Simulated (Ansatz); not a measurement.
**A workflow on H2 (hydrogen)**

Wanted: a series of 44 runs (HF/STO-3G, HF/3-21G, HF/6-31G*, B3LYP/6-31G*, PBE/def2-SVP, MP2/6-31G*, CCSD/cc-pVDZ, wB97M-V/def2-TZVPD, and more) of H2 (hydrogen). 

Program for the calculation: Ansatz 0.2.0.

### Step 1. The structure to begin with

H2 has 2 atoms, charge 0, and is taken as a singlet. SMILES: `[H][H]`. Geometry: relaxed at PBE0-D4/def2-TZVP. The run starts from this shape.

Bond lengths: H1–H2 0.746 Å.

### Step 2. A structure relaxation at HF/STO-3G (run 1)

Contents of in.yaml:

```yaml
crystal:
  periodic: [false, false, false]
  atoms:
    - {symbol: H, position_ang: [0.319300, -0.099200, 0.165500]}
    - {symbol: H, position_ang: [-0.319300, 0.099200, -0.165500]}
basis:
  gaussian: {orbitals: STO-3G}
magnetization: {spin_polarized: false}
hamiltonian: {xc: hf}
relax: {f_tol: 0.002}
output: {orbitals: {seedname: orbitals}}
```

Command:

```bash
$ ansatz run in.yaml --threads 1 --pin off --max-ram 3480MiB --events-out events.jsonl --progress --plain --runs-dir runs
```

The program printed, shortened:

```text
Warning: RAYON_NUM_THREADS=1 ignored (pool sized by the plan → 1); use --threads N
[...]
Functional definition: HF
  name "HF"
[...]
19 factors; integrals over basis functions are off by at most 4.6e-7 eV
[...]
mean field -30.37894313 eV, -1.1164055685 hartree, gradient 0.0e0 eV, S^2 0.000000; 0 other end points of the search recorded, 0 dependent functions left out
[...]
reference -30.37894313 eV, -1.1164055685 hartree; 1, 1 occupied and 1, 1 virtual orbitals, 19 factors
relax step   1: F+E_penalty+E_count = -30.37894313 eV  Δ(F+E_penalty+E_count) = +0.000e0 eV  max|allowed force component| = 1.461e0 eV/Å  Δτ_max = 0.0000 Å  (6 SCF iters, accepted)
[...]
relax step   4: F+E_penalty+E_count = -30.40887273 eV  Δ(F+E_penalty+E_count) = +1.104e-5 eV  max|allowed force component| = 3.064e-2 eV/Å  Δτ_max = 0.0004 Å  (3 SCF iters, rejected (line search))
[...]
relax step   5: F+E_penalty+E_count = -30.40888427 eV  Δ(F+E_penalty+E_count) = -5.039e-7 eV  max|allowed force component| = 1.418e-7 eV/Å  Δτ_max = 0.0001 Å  (3 SCF iters, accepted)
19 factors; integrals over basis functions are off by at most 4.6e-7 eV
[...]
mean field -30.40888427 eV, -1.1175058852 hartree, gradient 0.0e0 eV, S^2 0.000000; 1 other end points of the search recorded, 0 dependent functions left out
[...]
reference -30.40888427 eV, -1.1175058852 hartree; 1, 1 occupied and 1, 1 virtual orbitals, 19 factors
Total energy: -30.40888427 eV, -1.1175058852 hartree
Atom 0 at     0.304786    -0.094691     0.157977 Å, force     0.000000    -0.000000     0.000000 eV/Å
Atom 1 at    -0.304786     0.094691    -0.157977 Å, force    -0.000000     0.000000    -0.000000 eV/Å
Dipole moment:    -0.000000     0.000000    -0.000000 e Å
```

Wall time 0.08 s (1 thread of Arm Neoverse V1, shared host).

Steps, from the record of the run:

| step | energy from the first frame kept (eV) | largest force (eV/Å) |
| --- | --- | --- |
| 1 | 0.0000 | 1.7074 |
| 2 | -0.0258 | 0.6996 |
| 3 | -0.0299 | 0.0075 |
| 4 | -0.0299 | 0.0358 |
| 5 | -0.0299 | 0.0000 |

After the run. Bond lengths: H1–H2 0.712 Å.

### Step 3. Vibrational wavenumbers at HF/STO-3G (run 2)

Contents of run.yaml:

```yaml
crystal:
  periodic: [false, false, false]
  atoms:
    - {symbol: H, position_ang: [0.304786, -0.094691, 0.157977]}
    - {symbol: H, position_ang: [-0.304786, 0.094691, -0.157977]}
basis:
  gaussian: {orbitals: STO-3G}
hamiltonian: {xc: hf}
phonons: {temperatures: {t_min: 298.15, t_max: 298.15, t_step: 1}}
```

Command:

```bash
$ ansatz run run.yaml --threads 1 --pin off --max-ram 3480MiB --events-out events.jsonl --progress --plain --runs-dir runs
```

The program printed, shortened:

```text
Warning: RAYON_NUM_THREADS=1 ignored (pool sized by the plan → 1); use --threads N
[... 2 set-up lines as earlier in the session ...]
[...]
19 factors; integrals over basis functions are off by at most 4.6e-7 eV
[...]
mean field -30.40888427 eV, -1.1175058852 hartree, gradient 0.0e0 eV, S^2 0.000000; 0 other end points of the search recorded, 0 dependent functions left out
[...]
reference -30.40888427 eV, -1.1175058852 hartree; 1, 1 occupied and 1, 1 virtual orbitals, 19 factors
[...]
19 factors; integrals over basis functions are off by at most 4.6e-7 eV
[...]
mean field -30.40888427 eV, -1.1175058851 hartree, gradient 0.0e0 eV, S^2 0.000000; 0 other end points of the search recorded, 0 dependent functions left out
[...]
reference -30.40888427 eV, -1.1175058851 hartree; 1, 1 occupied and 1, 1 virtual orbitals, 19 factors
[...]
19 factors; integrals over basis functions are off by at most 4.6e-7 eV
[...]
19 factors; integrals over basis functions are off by at most 4.6e-7 eV
[...]
mean field -30.40871125 eV, -1.1174995266 hartree, gradient 0.0e0 eV, S^2 0.000000; 0 other end points of the search recorded, 0 dependent functions left out
[...]
reference -30.40871125 eV, -1.1174995266 hartree; 1, 1 occupied and 1, 1 virtual orbitals, 19 factors
[...]
19 factors; integrals over basis functions are off by at most 4.6e-7 eV
mean field -30.40870933 eV, -1.1174994560 hartree, gradient 0.0e0 eV, S^2 0.000000; 0 other end points of the search recorded, 0 dependent functions left out
[...]
reference -30.40870933 eV, -1.1174994560 hartree; 1, 1 occupied and 1, 1 virtual orbitals, 19 factors
Total energy: -30.40888427 eV, -1.1175058852 hartree
Atom 0 at     0.304786    -0.094691     0.157977 Å, force     0.000029    -0.000009     0.000015 eV/Å
Atom 1 at    -0.304786     0.094691    -0.157977 Å, force    -0.000029     0.000009    -0.000015 eV/Å
Dipole moment:     0.000000     0.000000     0.000000 e Å
Vibrations: 5480.88 cm⁻¹, zero-point energy 0.339771 eV
```

Wall time 0.06 s (1 thread of Arm Neoverse V1, shared host).

Runs 3 to 40 aren't shown in full; the table further down has their settings and results.

### Step 4. A geometry optimisation at r2SCAN/def2-TZVP (run 41)

Contents of in.yaml:

```yaml
crystal:
  periodic: [false, false, false]
  atoms:
    - symbol: H
      position_ang: [0.319300, -0.099200, 0.165500]
    - symbol: H
      position_ang: [-0.319300, 0.099200, -0.165500]
basis:
  gaussian: {orbitals: def2-TZVP}
hamiltonian: {xc: r2scan}
relax: {f_tol: 0.002}
output: {orbitals: {seedname: orbitals}}
```

Command:

```bash
$ ansatz run in.yaml --threads 1 --pin off --max-ram 3480MiB --events-out events.jsonl --progress --plain --runs-dir runs
```

The program printed, shortened:

```text
Warning: RAYON_NUM_THREADS=1 ignored (pool sized by the plan → 1); use --threads N
[...]
Functional definition: r2SCAN
  name "r2SCAN"
[...]
88 factors; their error is unknown
[...]
mean field -31.86285017 eV, -1.1709381463 hartree, gradient 2.3e-7 eV, S^2 0.000000; 0 other end points of the search recorded, 0 dependent functions left out
[...]
reference -31.86285677 eV, -1.1709383890 hartree; 1, 1 occupied and 11, 11 virtual orbitals, 88 factors
relax step   1: F+E_penalty+E_count = -31.86285017 eV  Δ(F+E_penalty+E_count) = +0.000e0 eV  max|allowed force component| = 9.247e-2 eV/Å  Δτ_max = 0.0000 Å  (18 SCF iters, accepted)
[...]
relax step   2: F+E_penalty+E_count = -31.86301235 eV  Δ(F+E_penalty+E_count) = -1.622e-4 eV  max|allowed force component| = 2.574e-3 eV/Å  Δτ_max = 0.0015 Å  (18 SCF iters, accepted)
[...]
relax step   3: F+E_penalty+E_count = -31.86301247 eV  Δ(F+E_penalty+E_count) = -1.240e-7 eV  max|allowed force component| = 6.513e-6 eV/Å  Δτ_max = 0.0000 Å  (12 SCF iters, accepted)
88 factors; their error is unknown
[...]
mean field -31.86301247 eV, -1.1709441108 hartree, gradient 3.9e-6 eV, S^2 0.000000; 1 other end points of the search recorded, 0 dependent functions left out
[...]
reference -31.86301907 eV, -1.1709443534 hartree; 1, 1 occupied and 11, 11 virtual orbitals, 88 factors
Total energy: -31.86301907 eV, -1.1709443534 hartree
Atom 0 at     0.318018    -0.098802     0.164836 Å, force     0.000006    -0.000002     0.000003 eV/Å
Atom 1 at    -0.318018     0.098802    -0.164836 Å, force    -0.000006     0.000002    -0.000003 eV/Å
Dipole moment:    -0.000000     0.000000    -0.000000 e Å
```

It took 0.66 s on 1 thread of Arm Neoverse V1, shared host.

Steps, from the record of the run:

| step | energy from the first frame kept (eV) | largest force (eV/Å) |
| --- | --- | --- |
| 1 | 0.0000 | 0.1080 |
| 2 | -0.0002 | 0.0030 |
| 3 | -0.0002 | 0.0000 |

After the run. Bond lengths: H1–H2 0.743 Å.

Runs 42 to 43 aren't shown in full; the table further down has their settings and results.

### Step 5. Vibrational wavenumbers at PBE-D3(BJ)/def2-TZVP (run 44)

Contents of molecule.yaml:

```yaml
crystal:
  periodic: [false, false, false]
  atoms:
    - {symbol: H, position_ang: [0.321676, -0.099938, 0.166731]}
    - {symbol: H, position_ang: [-0.321676, 0.099938, -0.166731]}
basis:
  gaussian: {orbitals: def2-TZVP}
hamiltonian: {xc: pbe, dispersion: d3bj}
phonons: {temperatures: {t_min: 298.15, t_max: 298.15, t_step: 1}}
```

Command:

```bash
$ ansatz run molecule.yaml --threads 1 --pin off --max-ram 3480MiB --events-out events.jsonl --progress --plain --runs-dir runs
```

The program printed, shortened:

```text
Warning: RAYON_NUM_THREADS=1 ignored (pool sized by the plan → 1); use --threads N
Functional definition: PBE
  name "PBE"
[...]
88 factors; their error is unknown
[...]
mean field -31.72597873 eV, -1.1659082136 hartree, gradient 6.3e-5 eV, S^2 0.000000; 0 other end points of the search recorded, 0 dependent functions left out
[...]
reference -31.72600033 eV, -1.1659090076 hartree; 1, 1 occupied and 11, 11 virtual orbitals, 88 factors
[...]
88 factors; their error is unknown
mean field -31.72597872 eV, -1.1659082134 hartree, gradient 3.3e-7 eV, S^2 0.000000; 0 other end points of the search recorded, 0 dependent functions left out
[...]
reference -31.72600033 eV, -1.1659090074 hartree; 1, 1 occupied and 11, 11 virtual orbitals, 88 factors
[...]
88 factors; their error is unknown
[...]
reference -31.72600033 eV, -1.1659090074 hartree; 1, 1 occupied and 11, 11 virtual orbitals, 88 factors
[...]
88 factors; their error is unknown
[...]
mean field -31.72586708 eV, -1.1659041107 hartree, gradient 5.1e-7 eV, S^2 0.000000; 0 other end points of the search recorded, 0 dependent functions left out
[...]
reference -31.72588871 eV, -1.1659049054 hartree; 1, 1 occupied and 11, 11 virtual orbitals, 88 factors
[...]
88 factors; their error is unknown
mean field -31.72587415 eV, -1.1659043703 hartree, gradient 5.7e-7 eV, S^2 0.000000; 0 other end points of the search recorded, 0 dependent functions left out
[...]
reference -31.72589573 eV, -1.1659051636 hartree; 1, 1 occupied and 11, 11 virtual orbitals, 88 factors
Total energy: -31.72850777 eV, -1.1660011542 hartree
Atom 0 at     0.321676    -0.099938     0.166731 Å, force     0.000024    -0.000007     0.000012 eV/Å
Atom 1 at    -0.321676     0.099938    -0.166731 Å, force    -0.000024     0.000007    -0.000012 eV/Å
Dipole moment:    -0.000000     0.000000    -0.000000 e Å
Vibrations: 4320.52 cm⁻¹, zero-point energy 0.267838 eV
```

Wall time 0.32 s (1 thread of Arm Neoverse V1, shared host).

### Step 6. The series

| run | level | walk f tol | task | energy (Eh) | dipole moment (D) | wall time |
| --- | --- | --- | --- | --- | --- | --- |
| 1 | HF/STO-3G | 0.002 | optimise | -1.117506 | 0.00 | 0.08 s |
| 2 | HF/STO-3G | – | frequencies | -1.117506 | 0.00 | 0.06 s |
| 3 | HF/3-21G | 0.002 | optimise | -1.122960 | 0.00 | 0.06 s |
| 4 | HF/3-21G | – | frequencies | -1.122960 | 0.00 | 0.08 s |
| 5 | HF/6-31G* (spherical functions) | 0.002 | optimise | -1.126828 | 0.00 | 0.08 s |
| 6 | HF/6-31G* (spherical functions) | – | frequencies | -1.126828 | 0.00 | 0.1 s |
| 7 | B3LYP/6-31G* (spherical functions) | 0.002 | optimise | -1.175482 | 0.00 | 0.22 s |
| 8 | B3LYP/6-31G* (spherical functions) | – | frequencies | -1.175482 | 0.00 | 0.28 s |
| 9 | PBE/def2-SVP | 0.002 | optimise | -1.160552 | 0.00 | 0.24 s |
| 10 | PBE/def2-SVP | – | frequencies | -1.160552 | 0.00 | 0.32 s |
| 11 | MP2/6-31G* (spherical functions) | 0.002 | optimise | -1.144141 | 0.00 | 0.08 s |
| 12 | MP2/6-31G* (spherical functions) | – | frequencies | -1.144141 | 0.00 | 0.12 s |
| 13 | CCSD/cc-pVDZ | 0.002 | optimise | -1.163673 | 0.00 | 0.24 s |
| 14 | CCSD/cc-pVDZ | – | frequencies | -1.163673 | 0.00 | 0.36 s |
| 15 | wB97M-V/def2-TZVPD | 0.002 | optimise | -1.160771 | 0.00 | 1.1 s |
| 16 | wB97M-V/def2-TZVPD | – | frequencies | -1.160771 | 0.00 | 1.2 s |
| 17 | BLYP/cc-pVTZ | 0.002 | optimise | -1.169587 | 0.00 | 0.28 s |
| 18 | BLYP/cc-pVTZ | – | frequencies | -1.169587 | 0.00 | 0.42 s |
| 19 | PBE0/aug-cc-pVTZ | 0.002 | optimise | -1.168499 | 0.00 | 0.44 s |
| 20 | PBE0/aug-cc-pVTZ | – | frequencies | -1.168499 | 0.00 | 0.66 s |
| 21 | B3LYP-D4/def2-TZVP | 0.002 | optimise | -1.179766 | 0.00 | 0.28 s |
| 22 | B3LYP-D4/def2-TZVP | – | frequencies | -1.179766 | 0.00 | 0.34 s |
| 23 | B2PLYP/cc-pVTZ | 0.002 | optimise | -1.169935 | 0.00 | 0.79 s |
| 24 | B2PLYP/cc-pVTZ | – | frequencies | -1.169935 | 0.00 | 1.3 s |
| 25 | CCSD(T)/def2-TZVP | 0.002 | optimise | -1.168264 | 0.00 | 0.3 s |
| 26 | CCSD(T)/def2-TZVP | – | frequencies | -1.168264 | 0.00 | 0.46 s |
| 27 | MP2/cc-pVTZ | 0.002 | optimise | -1.164650 | 0.00 | 0.18 s |
| 28 | MP2/cc-pVTZ | – | frequencies | -1.164650 | 0.00 | 0.28 s |
| 29 | wB97X-V/def2-TZVP | 0.002 | optimise | -1.172327 | 0.00 | 0.73 s |
| 30 | wB97X-V/def2-TZVP | – | frequencies | -1.172327 | 0.00 | 1.1 s |
| 31 | MP2/aug-cc-pVDZ | 0.002 | optimise | -1.156216 | 0.00 | 0.16 s |
| 32 | MP2/aug-cc-pVDZ | – | frequencies | -1.156216 | 0.00 | 0.22 s |
| 33 | CCSD(T)/cc-pVDZ | 0.002 | optimise | -1.163673 | 0.00 | 0.26 s |
| 34 | CCSD(T)/cc-pVDZ | – | frequencies | -1.163673 | 0.00 | 0.38 s |
| 35 | HF/cc-pVTZ | 0.002 | optimise | -1.132990 | 0.00 | 0.1 s |
| 36 | HF/cc-pVTZ | – | frequencies | -1.132990 | 0.00 | 0.14 s |
| 37 | SVWN5/def2-TZVP | 0.002 | optimise | -1.136977 | 0.00 | 0.22 s |
| 38 | SVWN5/def2-TZVP | – | frequencies | -1.136977 | 0.00 | 0.26 s |
| 39 | CCSD(T)/cc-pVTZ | 0.002 | optimise | -1.172337 | 0.00 | 0.77 s |
| 40 | CCSD(T)/cc-pVTZ | – | frequencies | -1.172337 | 0.00 | 1.3 s |
| 41 | r2SCAN/def2-TZVP | 0.002 | optimise | -1.170944 | 0.00 | 0.66 s |
| 42 | r2SCAN/def2-TZVP | – | frequencies | -1.170944 | 0.00 | 0.75 s |
| 43 | PBE-D3(BJ)/def2-TZVP | 0.002 | optimise | -1.166001 | 0.00 | 0.26 s |
| 44 | PBE-D3(BJ)/def2-TZVP | – | frequencies | -1.166001 | 0.00 | 0.32 s |

### Step 7. What came out

| quantity | value |
| --- | --- |
| run 44, PBE-D3(BJ)/def2-TZVP: total energy | -1.16600 Eh |
| run 44, PBE-D3(BJ)/def2-TZVP: dipole moment | 0.00 D |
| run 44, PBE-D3(BJ)/def2-TZVP: dispersion energy | -0.24 kJ/mol |
| run 44, PBE-D3(BJ)/def2-TZVP: largest force on an atom | 0.000 eV/Å |
| run 44, PBE-D3(BJ)/def2-TZVP: harmonic wavenumber | 4321 cm⁻¹ |
| run 44, PBE-D3(BJ)/def2-TZVP: zero-point energy | 25.8 kJ/mol |

Totals of different functionals can't be ranked against each other. In runs 1, 2 the basis is minimal, so the values are rough. All runs together took 18 s, the longest 1.3 s.
